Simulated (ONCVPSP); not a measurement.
**Thallium: generating and testing an ONCV potential**

Do these settings give a usable potential? It is generated, then checked for transferability, scattering, ghosts and hardness.

Method: ONCVPSP 4.0.1, PBEsol, non-relativistic.

2 further runs of the same task are left out: 2 that didn't finish.

## Step 1: Settings

Typed settings, in words:

```
element                 : thallium (Tl, Z = 81)
type                    : optimised norm-conserving Vanderbilt (ONCV)
frozen core             : [Xe] 4f14 5d10
valence charge          : 3
reference configuration : 6s2 6p1
partial waves           : 6s: rc 2.25 bohr, ncon 5, nbas 8, qcut 2.3 1/bohr, 3 projectors, debl 2 Ha; 6p: rc 3.30 bohr, ncon 5, nbas 8, qcut 2 1/bohr, 1 projector
local potential         : polynomial inside 2.20 bohr (lpopt 5, dvloc0 1.5 Ha)
core correction         : Teter function, fcfact 3.25, rcfact 1.05
```

## Step 2: Generation

Contents of Tl.dat:

```
# ATOM AND REFERENCE CONFIGURATION
# atsym  z   nc   nv     iexc    psfile
  Tl 81.00   13    2  -116133      upf
#
#   n    l    f
    1    0    2.00
    2    0    2.00
    2    1    6.00
    3    0    2.00
    3    1    6.00
    3    2   10.00
    4    0    2.00
    4    1    6.00
    4    2   10.00
    4    3   14.00
    5    0    2.00
    5    1    6.00
    5    2   10.00
    6    0    2.00
    6    1    1.00
#
# PSEUDOPOTENTIAL AND OPTIMIZATION
# lmax
    1
#
#   l,   rc,      ep,       ncon, nbas, qcut
    0    2.25    0.00    5    8    2.30
    1    3.30    0.00    5    8    2.00
#
# LOCAL POTENTIAL
# lloc, lpopt,  rc(5),   dvloc0
    4    5    2.20    1.50
#
# VANDERBILT-KLEINMAN-BYLANDER PROJECTORs
# l, nproj, debl
    0    3    2.00
    1    1    3.50
#
# MODEL CORE CHARGE
# icmod, fcfact, rcfact
    3    3.25    1.05
#
# LOG DERIVATIVE ANALYSIS
# epsh1, epsh2, depsh
   -2.00    5.00    0.02
#
# OUTPUT GRID
# rlmax, drl
    6.00    0.01
#
# TEST CONFIGURATIONS
# ncnf
    4
# nvcnf
#   n    l    f
    2
    6    0    2.00
    6    1    0.00
#
    2
    6    0    1.00
    6    1    0.00
#
    2
    6    0    2.00
    6    1    0.50
#
    2
    6    0    0.00
    6    1    3.00
#
```

The run is started by

```console
oncvpspnr.x < Tl.dat > Tl.out
```

**Question.** What will these runs give? Wanted: cutoffs for 1 and 0.1 mHa per electron, occupied waves; bound ghosts; GHOST(+) flags; largest test error; largest phase difference near zero energy, channels read; rms error of d²Exc/dn², without and with the model core.

As calculated:

| quantity | value |
| --- | --- |
| cutoffs for 1 and 0.1 mHa per electron, occupied waves | 8.4 Ha and 19 Ha |
| bound ghosts | s at -89.00 eV |
| GHOST(+) flags | s at 247 eV, s at 614 eV |
| largest test error (AE − PS) | +35 meV, for 6s0 6p3 |
| largest phase difference near zero energy, channels read | 0.013 rad |
| rms error of d²Exc/dn², without and with the model core | 7.40 and 4.57 mHa |

In words: It has a bound ghost (s), a state that the atom doesn't have, and that rules the file out. The worst unpolarised test, 6s0 6p3, is off by 35 meV on 10.3 eV; by total energies transferability rates as fair. By its cutoff, 8.4 Ha for the looser tolerance, it is soft on the atom at that tolerance. At the looser tolerance the 6s wave is the slowest; 6p needs 4 Ha. Near zero energy the phases of the channels with partial waves agree within 0.013 rad. The program also flags highly localised states, GHOST(+) (s). A non-relativistic atom is unphysical at this Z; the numbers test the scheme, not the element. These are tests on the free atom; a crystal test is still owed.
